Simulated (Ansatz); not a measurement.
# C2H9BN2: one species, many methods

Aim: compute C2H9BN2 with functionals from several rungs and with coupled cluster. The yardstick is the atomisation energy at the CCSD(T) limit.

Program: Ansatz 0.2.0, Gaussian basis. Level of theory: functionals in def2-TZVPP, the program's frozen cores in correlated methods. These are calculated values, not measurements.

Plan: PBE-D4, r2SCAN-D4, PBE0-D4, B3LYP-D4, ωB97X-V, ωB97M-V, B2PLYP; CCSD(T)/def2-TZVPP; MP2/def2-QZVPP; extrapolation to the limit.

## (1) Structure used throughout

The geometry comes from an earlier relaxation with PBE0-D4 in a triple-zeta def2 set; it is a stationary point, not always the lowest conformer.

SMILES `CNB(C)N`, 14 atoms, charge 0, spin multiplicity 1.

Atoms are counted from 1 here; the program's logs count them from 0.

Bond lengths: C1–N2 1.439 Å, C1–H6 1.097 Å, C1–H7 1.097 Å, C1–H8 1.090 Å, N2–B3 1.416 Å, N2–H9 1.007 Å, B3–C4 1.583 Å, B3–N5 1.418 Å, C4–H10 1.095 Å, C4–H11 1.095 Å, C4–H12 1.093 Å, N5–H13 1.005 Å, N5–H14 1.003 Å. Angles: N2–C1–H6 112.3°, N2–C1–H7 112.2°, N2–C1–H8 109.7°, H6–C1–H7 107.7°, H6–C1–H8 107.4°, H7–C1–H8 107.4°, C1–N2–B3 127.1°, C1–N2–H9 113.7°, B3–N2–H9 119.1°, N2–B3–C4 121.1°, N2–B3–N5 119.5°, C4–B3–N5 119.4°, B3–C4–H10 111.6°, B3–C4–H11 111.7°, B3–C4–H12 112.3°, H10–C4–H11 106.5°, H10–C4–H12 107.2°, H11–C4–H12 107.2° and more.

## (2) PBE-D4 (GGA)

in.yaml

```yaml
crystal:
  periodic: [false, false, false]
  atoms:
    - {symbol: C, position_ang: [-1.461538, 1.243477, 0.257983]}
    - {symbol: N, position_ang: [-0.670119, 0.169086, 0.795570]}
    - {symbol: B, position_ang: [0.411829, -0.493707, 0.166607]}
    - {symbol: C, position_ang: [0.884409, -0.089853, -1.288731]}
    - {symbol: N, position_ang: [1.084645, -1.537780, 0.851507]}
    - {symbol: H, position_ang: [-1.391095, 2.154911, 0.863704]}
    - {symbol: H, position_ang: [-2.522377, 0.977710, 0.177980]}
    - {symbol: H, position_ang: [-1.111963, 1.491206, -0.744138]}
    - {symbol: H, position_ang: [-0.944857, -0.112386, 1.722578]}
    - {symbol: H, position_ang: [1.196137, 0.958451, -1.335717]}
    - {symbol: H, position_ang: [0.080553, -0.208888, -2.022171]}
    - {symbol: H, position_ang: [1.727744, -0.693387, -1.632832]}
    - {symbol: H, position_ang: [0.848974, -1.856127, 1.774663]}
    - {symbol: H, position_ang: [1.854661, -2.032011, 0.441697]}
basis:
  gaussian: {orbitals: def2-TZVPP}
hamiltonian: {xc: pbe, dispersion: d4}
output: {forces: true, orbitals: {seedname: orbitals}}
```

On the command line:

```
> ansatz run in.yaml --threads 4 --pin off --events-out ev --progress --plain --max-ram 10444MiB
```

The runs that follow: r2SCAN-D4 (meta-GGA); PBE0-D4 (hybrid); B3LYP-D4 (hybrid); ωB97X-V (range-separated); ωB97M-V (range-separated); B2PLYP (double hybrid); CCSD(T) in def2-TZVPP; MP2 in def2-QZVPP.

Q: Predict the results of all the runs planned. Wanted: atomisation energy, CCSD(T)/CBS; farthest; mean size of error, hybrid; mean size of error, range-separated; gap, smallest and largest; T1 diagnostic; triples share of the correlation energy.

As calculated:

| quantity | value |
| --- | --- |
| atomisation energy, CCSD(T)/CBS | 5417.0 kJ/mol |
| functionals within 27.1 kJ/mol (0.5 %) | r2SCAN-D4, B2PLYP |
| farthest | PBE-D4 (+126.4 kJ/mol) |
| mean size of error, hybrid | 43.5 kJ/mol |
| mean size of error, range-separated | 34.6 kJ/mol |
| gap, smallest and largest | 5.12 eV (PBE-D4), 11.41 eV (ωB97X-V) |
| T1 diagnostic | 0.0103 |
| triples share of the correlation energy | 3.7 % |

**Reading.** PBE-D4 misses by +126.4 kJ/mol. Double hybrids carry the basis error of their MP2 part in triple zeta, and no dispersion term here, so their miss is partly the set-up's. Misses under about 27.1 kJ/mol are within the doubt on the reference itself, which lacks core-valence correlation, relativity and higher excitations. Hartree-Fock recovers 73 % of the binding; the rest is correlation. The gap grows from 5.1 to 11.4 eV across the functionals, mostly with the share of exact exchange.
